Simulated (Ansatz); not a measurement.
# C₂H₁₁NSi₂: ionisation energy by level of theory

One table from this session's results is given with a row withheld; the runs are named, their logs left out.

Program: Ansatz 0.2.0, Gaussian basis. Level of theory: unrestricted cation, the program's frozen cores in correlated methods. These are calculated values, not measurements.

Levels to be run: UKS PBE-D4/def2-TZVPP; UKS r2SCAN-D4/def2-TZVPP; UKS PBE0-D4/def2-TZVPP; UKS B3LYP-D4/def2-TZVPP; UKS wB97X-V/def2-TZVPP; UKS wB97M-V/def2-TZVPP; UKS B2PLYP/def2-TZVPP; UHF-CCSD(T)/def2-TZVPP; UHF-MP2/def2-QZVPP; extrapolation to the limit; then −ε(HOMO) from the neutral's earlier runs with LDA (SPW92), PBE-D4, revPBE-D4, BLYP-D4, r2SCAN-D4, B97M-V, PBE0-D4, B3LYP-D4, r2SCANh-D4, r2SCAN0-D4, HSE06-D4, BHLYP-D4, CAM-B3LYP-D4, LC-ωPBE, ωB97X-V, ωB97M-V.

## The relaxed structure

The geometry comes from an earlier relaxation with PBE0-D4 in a triple-zeta def2 set; it is a stationary point, not always the lowest conformer.

SMILES `CC[SiH](N)[SiH3]`, 16 atoms, charge 0, spin multiplicity 1.

Atoms are counted from 1 here; the program's logs count them from 0.

Bond lengths: C1–C2 1.527 Å, C1–H6 1.093 Å, C1–H7 1.093 Å, C1–H8 1.094 Å, C2–Si3 1.876 Å, C2–H9 1.096 Å, C2–H10 1.095 Å, Si3–N4 1.729 Å, Si3–Si5 2.344 Å, Si3–H11 1.501 Å, N4–H12 1.008 Å, N4–H13 1.009 Å, Si5–H14 1.490 Å, Si5–H15 1.491 Å, Si5–H16 1.490 Å. Angles: C2–C1–H6 111.6°, C2–C1–H7 111.4°, C2–C1–H8 111.5°, H6–C1–H7 107.0°, H6–C1–H8 107.4°, H7–C1–H8 107.6°, C1–C2–Si3 113.4°, C1–C2–H9 110.2°, C1–C2–H10 110.3°, Si3–C2–H9 107.7°, Si3–C2–H10 108.5°, H9–C2–H10 106.5°, C2–Si3–N4 109.1°, C2–Si3–Si5 112.0°, C2–Si3–H11 106.8°, N4–Si3–Si5 107.3°, N4–Si3–H11 114.0°, Si5–Si3–H11 107.8° and more.

As a file:

```xyz
16

C    -0.9675    0.1102   -2.1569
C    -0.9111    0.5737   -0.7031
Si    0.6268   -0.0012    0.2035
N     0.7052   -1.7277    0.1440
Si    0.5979    0.6164    2.4643
H    -1.8547    0.4931   -2.6679
H    -1.0041   -0.9804   -2.2268
H    -0.0931    0.4489   -2.7197
H    -0.9362    1.6683   -0.6542
H    -1.7904    0.2185   -0.1560
H     1.7948    0.6848   -0.4440
H     1.3190   -2.2122    0.7793
H     0.7025   -2.1900   -0.7525
H    -0.6750    0.2090    3.1220
H     1.7209   -0.0265    3.2055
H     0.7421    2.0922    2.6067
```

Set-up of the first run:

in.yaml reads:

```yaml
crystal:
  periodic: [false, false, false]
  atoms:
    - {symbol: C, position_ang: [-0.967451, 0.110173, -2.156871]}
    - {symbol: C, position_ang: [-0.911145, 0.573723, -0.703114]}
    - {symbol: Si, position_ang: [0.626838, -0.001227, 0.203548]}
    - {symbol: N, position_ang: [0.705168, -1.727682, 0.143971]}
    - {symbol: Si, position_ang: [0.597908, 0.616394, 2.464307]}
    - {symbol: H, position_ang: [-1.854688, 0.493134, -2.667892]}
    - {symbol: H, position_ang: [-1.004103, -0.980444, -2.226798]}
    - {symbol: H, position_ang: [-0.093150, 0.448851, -2.719688]}
    - {symbol: H, position_ang: [-0.936206, 1.668329, -0.654240]}
    - {symbol: H, position_ang: [-1.790418, 0.218516, -0.155951]}
    - {symbol: H, position_ang: [1.794768, 0.684845, -0.444047]}
    - {symbol: H, position_ang: [1.318985, -2.212175, 0.779255]}
    - {symbol: H, position_ang: [0.702539, -2.190030, -0.752465]}
    - {symbol: H, position_ang: [-0.674992, 0.209012, 3.121950]}
    - {symbol: H, position_ang: [1.720878, -0.026468, 3.205538]}
    - {symbol: H, position_ang: [0.742070, 2.092250, 2.606697]}
basis:
  gaussian: {orbitals: def2-TZVPP}
total_charge: 1
magnetization: {spin_polarized: true, initial_magnetization: 1}
hamiltonian: {xc: pbe, dispersion: d4}
```

Run with:

```bash
$ ansatz run in.yaml --threads 2 --pin off --events-out ev --progress --plain --max-ram 32768MiB --backend cuda --devices 0, --max-vram 18GiB
```

Among the steps run: Cation, UKS PBE-D4/def2-TZVPP; Cation, UKS r2SCAN-D4/def2-TZVPP; Cation, UKS PBE0-D4/def2-TZVPP; Cation, UKS B3LYP-D4/def2-TZVPP; Cation, UKS wB97X-V/def2-TZVPP; Cation, UKS wB97M-V/def2-TZVPP; Cation, UKS B2PLYP (frozen core)/def2-TZVPP; Cation, UHF-CCSD(T)/def2-TZVPP; Cation, UHF-MP2/def2-QZVPP.

One of the session's tables, all rows but one given; the rest of the session is left out.

It belongs to the step «Ionisation energies side by side». Orbital estimates, from the neutral's runs:

```
  functional  −ε(HOMO) (eV)
 LDA (SPW92)           6.00
      PBE-D4           5.88
   revPBE-D4           5.83
     BLYP-D4           5.78
   r2SCAN-D4           6.18
      B97M-V           6.32
     PBE0-D4           7.24
    B3LYP-D4           7.04
  r2SCANh-D4           6.69
  r2SCAN0-D4           7.45
    HSE06-D4           6.84
    BHLYP-D4           8.52
CAM-B3LYP-D4           8.65
     LC-ωPBE           9.99
     ωB97X-V              ?
     ωB97M-V           9.52
```

Q: Estimate the row for ωB97X-V from the others.

The run gave: −ε(HOMO) (eV): 9.66. In the column «−ε(HOMO) (eV)» it lies between ωB97M-V (9.52) and LC-ωPBE (9.99).
